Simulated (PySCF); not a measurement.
# [PtS2]+: structure of the doublet

The task is one start of a wider search on [PtS2]+: the doublet, from a PBE minimum start. It is relaxed, tested by its Hessian and followed downhill if it is a saddle.

The runs use PySCF 2.14.0; PBE, basis Pt def2-SVP with ECP60, S def2-SVP, scalar-relativistic core potentials, no spin–orbit coupling, density fitting.

**1. The starting structure**

3 atoms, charge 1, spin multiplicity 2.

Bond lengths: Pt1–S2 2.267 Å, Pt1–S3 2.267 Å, S2–S3 2.002 Å. Angles: S2–Pt1–S3 52.4°, Pt1–S2–S3 63.8°, Pt1–S3–S2 63.8°.

```xyz
3
charge 1 multiplicity 2
Pt    0.0000    0.0000   -0.5022
S     1.0011    0.0000    1.5317
S    -1.0011    0.0000    1.5317
```

**2. The SCF at the typed geometry**

The steps below are one call of a driver around PySCF. For each, scf.py gives the equivalent set-up of the SCF; relaxations use the driver's own optimiser. After this first run the driver tries any further starts and a stability analysis.

Input file scf.py:

```python
from pyscf import gto, scf, dft
mol = gto.M(atom='''
Pt     0.000000    -0.000000    -0.502180
S      1.001063    -0.000000     1.531705
S     -1.001063     0.000000     1.531705''',
    basis={'Pt': 'def2-SVP', 'S': 'def2-SVP'},
    ecp={'Pt': 'def2-SVP'},
    charge=1, spin=1)
mf = dft.UKS(mol, xc='PBE')
mf.grids.atom_grid = (50, 194)
aux = {'Pt': 'def2-universal-JKFIT', 'S': 'def2-universal-JKFIT'}
mf = mf.density_fit(auxbasis=aux)
mf.conv_tol = 1e-08
mf.diis_space = 10
mf.max_cycle = 60
mf.init_guess = 'minao'
mf.verbose = 4
mf.kernel()
```

Command:

```bash
$ OMP_NUM_THREADS=2 python axn.py task.json out
```

What it wrote:

```text
init E= -904.126986928041
[... the frontier-level lines of each cycle are left out ...]
cycle= 1 E= -913.444475465994  delta_E= -9.32  |g|= 1.35  |ddm|= 5.86
cycle= 2 E= -893.853499236163  delta_E= 19.6  |g|= 4.43  |ddm|= 7.46
cycle= 3 E= -913.20237437729  delta_E= -19.3  |g|=  1.6  |ddm|= 6.21
cycle= 4 E= -914.820854336757  delta_E= -1.62  |g|= 0.325  |ddm|= 1.91
cycle= 5 E= -914.879143428678  delta_E= -0.0583  |g|= 0.105  |ddm|= 0.32
cycle= 6 E= -914.884262036648  delta_E= -0.00512  |g|= 0.0548  |ddm|= 0.173
cycle= 7 E= -914.886050503372  delta_E= -0.00179  |g|= 0.0145  |ddm|= 0.0872
cycle= 8 E= -914.886175532561  delta_E= -0.000125  |g|= 0.00469  |ddm|= 0.0247
cycle= 9 E= -914.886184816724  delta_E= -9.28e-06  |g|= 0.00275  |ddm|= 0.00516
cycle= 10 E= -914.886188798113  delta_E= -3.98e-06  |g|= 0.000548  |ddm|= 0.00257
cycle= 11 E= -914.886189002736  delta_E= -2.05e-07  |g|= 5.44e-05  |ddm|= 0.000867
cycle= 12 E= -914.886189005947  delta_E= -3.21e-09  |g|= 1.16e-05  |ddm|= 0.000172
Extra cycle  E= -914.886189005341  delta_E= 6.06e-10  |g|= 3.84e-05  |ddm|= 7.36e-05
converged SCF energy = -914.886189005341  <S^2> = 0.7514203  2S+1 = 2.0014198
```

This step, with its further starts and checks, ran for 19 s (2 threads of Arm Neoverse N1, shared host).

The starts that the driver tried:

| start | energy (Eh) |
| --- | --- |
| the minimal-basis guess | -914.886189 |
| a thermally smeared density | -914.886189 |
| a smeared PBE density | -914.886189 |

The test of internal stability and the other starts found no lower solution of this spin.

**3. Relaxing the doublet from the PBE minimum start**

The program finds C2v symmetry in the start, which this walk keeps.

Edit scf.py of step 2 so:

```diff
@@ -3,3 +3,3 @@
-Pt     0.000000    -0.000000    -0.502180
-S      1.001063    -0.000000     1.531705
-S     -1.001063     0.000000     1.531705''',
+Pt     0.000000     0.000000    -0.502320
+S      1.001063     0.000000     1.531565
+S     -1.001063     0.000000     1.531565''',
@@ -16 +15,0 @@
-mf.init_guess = 'minao'
```

Steps of the walk:

| step | energy (Eh) | change (kJ/mol) | largest symmetric gradient (Eh/bohr) |
| --- | --- | --- | --- |
| 0 | -914.886189 | 0.00 | 0.00017 |

The walk took 1.9 s.

It settles in C2v symmetry, 0.0 kJ/mol below the start, after 0 steps: Pt–S 2.267 Å (×2), S–S 2.002 Å; Pt–S–S 63.8° (×2), S–Pt–S 52.4°.

**4. Vibrations and properties at this point**

The point is checked on the finer grid, and tightened if its gradient asks for it. The Hessian and the dipole derivatives come from central differences of analytic gradients, with steps of 0.02 bohr.

Edit scf.py of step 3 so:

```diff
@@ -10 +10 @@
-mf.grids.atom_grid = (50, 194)
+mf.grids.atom_grid = (75, 302)
@@ -13 +13 @@
-mf.conv_tol = 1e-08
+mf.conv_tol = 1e-10
```

This SCF starts from the last density.

Log of the central SCF (cycles and frontier levels):

```text
init E= -914.886229404302
[... the frontier-level lines of each cycle are left out ...]
cycle= 1 E= -914.886229399884  delta_E= 4.42e-09  |g|= 8.42e-05  |ddm|= 0.000142
cycle= 2 E= -914.886229322209  delta_E= 7.77e-08  |g|= 0.000355  |ddm|= 0.000588
cycle= 3 E= -914.886229403969  delta_E= -8.18e-08  |g|= 3.16e-05  |ddm|= 0.000473
cycle= 4 E= -914.886229404573  delta_E= -6.03e-10  |g|= 5.57e-07  |ddm|= 3.7e-05
cycle= 5 E= -914.886229404573  delta_E= -4.55e-13  |g|= 1.44e-08  |ddm|= 6.41e-07
Extra cycle  E= -914.886229404574  delta_E= -1.14e-12  |g|= 5.07e-08  |ddm|= 7.73e-08
converged SCF energy = -914.886229404574  <S^2> = 0.75142046  2S+1 = 2.00142
```

The whole step took 28 s.

Geometry: C2v; Pt–S 2.267 Å (×2), S–S 2.002 Å; Pt–S–S 63.8° (×2), S–Pt–S 52.4°.

Harmonic modes (main isotopes):

```
symmetry  ω (cm⁻¹)  IR (km/mol)  μ (u)
      b2       256          0.1  33.66
      a1       326          6.0  39.89
      a1       605          0.1  32.23
```

Every mode is real; the point is a minimum.

Properties at this point:

```
Dipole moment about the centre of mass                          : 1.63 D
Highest occupied level                                          : -11.66 eV
Lowest empty level                                              : -10.88 eV
Rotational constants                                            : 0.2631, 0.08463, 0.06403 cm⁻¹
Zero-point energy                                               : 7.1 kJ/mol
Principal polarisabilities                                      : 34.6, 54.5, 59.6 bohr³
Principal traceless quadrupole moments about the centre of mass : -11.12, 0.14, 10.97 D Å
Entropy at 298.15 K and 1 bar (electronic part: spin only)      : 303.4 J/(mol K)
Heat capacity Cp at 298.15 K                                    : 51.7 J/(mol K)
Enthalpy at 298.15 K above 0 K                                  : 12.60 kJ/mol
Rotational symmetry number                                      : 2
Spin squared ⟨S²⟩                                               : 0.751
```

Populations by atom (charges in e):

```
atom  Mulliken  Löwdin  polar tensor  spin (Mulliken)  Mayer order to Pt1
 Pt1      0.49   -0.06          0.46             0.14                   –
S2,3      0.25    0.53          0.27             0.43                1.07
```

Outer orbital energies (eV). α occupied: -16.54, -15.97, -15.41, -13.47, -13.21, -12.54, -12.38, -11.66; empty: -10.81, -9.66, -7.79, -4.89. β occupied: -17.02, -16.34, -15.46, -15.28, -13.12, -13.08, -12.31, -12.29; empty: -10.88, -10.65, -9.60, -7.57.

Mulliken populations on Pt1 (outside its core potential): s 2.53, p 6.08, d 8.88, f 0.01.

**5. Results**

| quantity | value |
| --- | --- |
| minimum | doublet, C2v |
| geometry | Pt–S 2.267 Å (×2), S–S 2.002 Å; Pt–S–S 63.8° (×2), S–Pt–S 52.4° |
| wavenumbers (cm⁻¹) | 256 (b2), 326 (a1), 605 (a1) |
| dipole moment (centre of mass) | 1.63 D |
| highest occupied, lowest empty level (either spin) | -11.66, -10.88 eV |
| polar-tensor charge of Pt1 | +0.46 e |
| zero-point energy | 7.1 kJ/mol |
| entropy at 298.15 K | 303.4 J/(mol K) |
| ⟨S²⟩ | 0.751 |

**Reading.** The molecule stays C2v, as typed, and the end point is a minimum. In the infrared the band at 326 cm⁻¹ (a1) leads. Other starts or spin states, not run here, may lie lower. One determinant may miss the lowest occupation of an open d or f shell. With an element this heavy the missing spin–orbit coupling can shift these numbers.

The search up to here took 50 s.
